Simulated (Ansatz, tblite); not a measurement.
# VSF3: one state, many levels

Aim: run the singlet of VSF3 at one geometry on many levels, and compare frontier levels, spin and run time.

Computed with Ansatz 0.2.0, Gaussian basis. Level: as each input shows.

Plan: GFN1-xTB, GFN2-xTB, PBE-D4/def2-TZVP, r2SCAN-D4/def2-TZVP, LC-ωPBE/def2-TZVP, BHLYP-D4/def2-TZVP, PBE-QIDH/def2-TZVP, B2PLYP/def2-TZVP, CAM-B3LYP-D4/def2-TZVP, B3LYP-D4/def2-TZVP, BLYP-D4/def2-TZVP, PBE-D4/def2-SVP, PBE0-D4/def2-SVP, HF/6-31G, B3LYP-D4/6-31G, PBE0-D4/def2-TZVPD, PBE-D4/def2-TZVPD, r2SCAN-D4/def2-TZVPD, CCSD(T)/def2-TZVPP, MP2/def2-TZVP, RPA/def2-TZVP.

### 1 The geometry

The singlet was relaxed beforehand with r2SCAN-D4/def2-SVP.

5 atoms, charge 0, spin multiplicity 1.

Bond lengths: V1–S2 2.005 Å, V1–F3 1.704 Å, V1–F4 1.704 Å, V1–F5 1.704 Å. Angles: S2–V1–F3 109.1°, S2–V1–F4 109.1°, S2–V1–F5 109.1°, F3–V1–F4 109.9°, F3–V1–F5 109.9°, F4–V1–F5 109.9°.

Formally the metal is d0. No spin-orbit coupling is included.

PBE0-D4/def2-TZVP was run before; its log isn't repeated, and its numbers join the tables.

### 2 GFN1-xTB

Tight binding, by tblite at 300 K electronic temperature and without a spin-polarisation term:

```python
tblite.interface.Calculator('GFN1-xTB', numbers, positions, charge=0, uhf=0).singlepoint()
```

Energy -558.2966 eV, HOMO -14.37 eV, LUMO -12.25 eV; 0.024 s.

### 3 GFN2-xTB

Tight binding, by tblite at 300 K electronic temperature and without a spin-polarisation term:

```python
tblite.interface.Calculator('GFN2-xTB', numbers, positions, charge=0, uhf=0).singlepoint()
```

Energy -532.2171 eV, HOMO -12.89 eV, LUMO -10.82 eV; 0.005 s.

### 4 PBE-D4/def2-TZVP

start.molden holds the orbitals of an earlier run on this state, given as this run's starting guess.

Input file in.yaml:

```yaml
crystal:
  periodic: [false, false, false]
  atoms:
    - {symbol: V, position_ang: [-0.000320, 0.000570, -0.067043]}
    - {symbol: S, position_ang: [0.009658, -0.016575, 1.937420]}
    - {symbol: F, position_ang: [1.607053, 0.009326, -0.631494]}
    - {symbol: F, position_ang: [-0.811577, 1.397744, -0.607502]}
    - {symbol: F, position_ang: [-0.804814, -1.391065, -0.631371]}
basis:
  gaussian: {orbitals: def2-TZVP, initial_orbitals: start.molden}
hamiltonian: {xc: pbe, dispersion: d4}
scf: {omitted_lower_state_checks: [starts]}
output: {forces: true, orbitals: {seedname: orbitals}}
```

Command:

```sh
> ansatz run in.yaml --threads 4 --pin off --events-out ev --progress --plain --max-ram 3916MiB
```

Further steps of the session: r2SCAN-D4/def2-TZVP; LC-ωPBE/def2-TZVP; BHLYP-D4/def2-TZVP; PBE-QIDH/def2-TZVP; B2PLYP/def2-TZVP; CAM-B3LYP-D4/def2-TZVP; B3LYP-D4/def2-TZVP; BLYP-D4/def2-TZVP; PBE-D4/def2-SVP; PBE0-D4/def2-SVP; HF/6-31G; B3LYP-D4/6-31G; PBE0-D4/def2-TZVPD; PBE-D4/def2-TZVPD; r2SCAN-D4/def2-TZVPD; CCSD(T)/def2-TZVPP; MP2/def2-TZVP; RPA/def2-TZVP.

Before running them: what should the planned runs give, taken together? Wanted: gap in def2-TZVP, named functionals, smallest and largest; correlation energy, CCSD(T)/def2-TZVPP; correlation energy, MP2/def2-TZVP; binding an atom, functionals in def2-TZVP; PBE0 total energy, smallest basis above largest.

As calculated:

| quantity | value |
| --- | --- |
| gap in def2-TZVP, named functionals, smallest and largest | 2.71 eV (BLYP-D4), 9.60 eV (LC-ωPBE) |
| correlation energy, CCSD(T)/def2-TZVPP | -43.31 eV |
| correlation energy, MP2/def2-TZVP | -41.28 eV |
| binding an atom, functionals in def2-TZVP | 3.36 (BHLYP-D4) to 4.28 eV (B2PLYP) |
| PBE0 total energy, smallest basis above largest | 17.53 eV (def2-SVP, def2-TZVPD) |

Over the named functionals in def2-TZVP the gap runs from 2.71 eV (BLYP-D4) to 9.60 eV (LC-ωPBE); exact exchange widens it. Notes on CCSD(T)/def2-TZVPP and its Hartree-Fock reference, which MP2 shares: restricted state is unstable towards broken spin symmetry.
